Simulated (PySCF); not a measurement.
# How the numerical set-up moves the result for BeAs (quartet)

Which parts of the numerical set-up matter for BeAs (quartet)? Each run edits the base script.

Program: PySCF 2.14.0. Level of theory: method and basis as typed in the scripts. These are calculated values, not measurements.

2 further runs of the same task are left out: 2 that didn't finish.

## Step 1: Starting geometry

BeAs (quartet): 2 atoms, charge 0, spin multiplicity 4.

Bond lengths: Be1–As2 2.135 Å.

## Step 2: The base run

File input.py:

```python
from pyscf import gto, scf, ci

mol = gto.M(
    atom='Be 0 0 0; As 0 0 2.135',
    basis='aug-cc-pvdz',
    charge=0,
    spin=3,
    verbose=4,
)
mf = scf.UHF(mol)
mf.kernel()
ci.CISD(mf, frozen=9).kernel()
mf.dip_moment()
print('orbital energies (hartree):', [e[max(0, n-3):n+3].round(4) for e, n in zip(mf.mo_energy, mol.nelec)])
```

Run with:

```console
$ OMP_NUM_THREADS=1 python input.py
```

The log of this run is left out.

Base result: E(SCF) = -2248.770610 Eh, 11 cycles, E(CISD) − E(SCF) = -0.12125 Eh, ⟨S²⟩ = 3.763, μ = 0.62 D (of the SCF density).

The bond length is a typed value, not an optimised one. The quartet is typed in the script; nothing here shows that it is the ground state.

## Step 3: 6-31g

Variant 1 changes basis set: aug-cc-pvdz → 6-31g.

File input.py:

```python
from pyscf import gto, scf, ci

mol = gto.M(
    atom='Be 0 0 0; As 0 0 2.135',
    basis='6-31g',
    charge=0,
    spin=3,
    verbose=4,
)
mf = scf.UHF(mol)
mf.kernel()
ci.CISD(mf, frozen=9).kernel()
mf.dip_moment()
print('orbital energies (hartree):', [e[max(0, n-3):n+3].round(4) for e, n in zip(mf.mo_energy, mol.nelec)])
```

Run with:

```console
$ OMP_NUM_THREADS=1 python input.py
```

## Step 4: Jorge-dzp

Variant 2 changes basis set: aug-cc-pvdz → jorge-dzp.

input.py: that of step 2 with these lines changed.

```diff
@@ -4,3 +4,3 @@
     atom='Be 0 0 0; As 0 0 2.135',
-    basis='aug-cc-pvdz',
+    basis='jorge-dzp',
     charge=0,
```

## Step 5: Cc-pvdz-dk (X2C on)

Variant 3 changes basis set: aug-cc-pvdz → cc-pvdz-dk; spin-free X2C: off → on.

input.py: that of step 2 with these lines changed.

```diff
@@ -4,3 +4,3 @@
     atom='Be 0 0 0; As 0 0 2.135',
-    basis='aug-cc-pvdz',
+    basis='cc-pvdz-dk',
     charge=0,
@@ -10,2 +10,3 @@
 mf = scf.UHF(mol)
+mf = mf.sfx2c1e()
 mf.kernel()
```

## Step 6: Cartesian functions on

Variant 4 changes Cartesian functions: off → on.

input.py: that of step 2 with these lines changed.

```diff
@@ -7,2 +7,3 @@
     spin=3,
+    cart=True,
     verbose=4,
```

## Step 7: Spin-free X2C on

Variant 5 changes spin-free X2C: off → on.

input.py: that of step 2 with these lines changed.

```diff
@@ -10,2 +10,3 @@
 mf = scf.UHF(mol)
+mf = mf.sfx2c1e()
 mf.kernel()
```

What does the calculation give? Wanted: for each run, E(SCF); from base; gap, α spin; SCF dipole; after the SCF.

**Answer**, as computed:

```
                   run  E(SCF) (hartree)  from base (eV)  cycles  gap, α spin (eV)  SCF dipole (D)  functions                            after the SCF
                  base      -2248.770610               0      11              8.66            0.62         59  CISD correlation -3.299 eV, core frozen
                 6-31g      -2248.444990         +8.8606      11              9.99            1.17         36  CISD correlation -4.694 eV, core frozen
             jorge-dzp      -2248.721764         +1.3292      12              9.65            0.69         58  CISD correlation -9.016 eV, core frozen
   cc-pvdz-dk (X2C on)      -2273.532807  not comparable      11              9.68            0.56         41  CISD correlation -3.181 eV, core frozen
Cartesian functions on      -2248.771101         -0.0134      11              8.66            0.63         64  CISD correlation -3.520 eV, core frozen
      spin-free X2C on      -2268.177903       -528.0993      11              8.66            0.62         59  CISD correlation -3.292 eV, core frozen
```

Of the runs whose energies can be compared, “spin-free X2C on” moves the SCF energy most (-528.099 eV). 6-31g (36 functions) gives an energy 8.86 eV higher than aug-cc-pvdz (59). jorge-dzp (58 functions) gives an energy 1.33 eV higher than aug-cc-pvdz (59). Scalar relativity lowers the total energy by 528.10 eV, nearly all of it in the inner shells; a basis contracted without relativity catches only part of it.
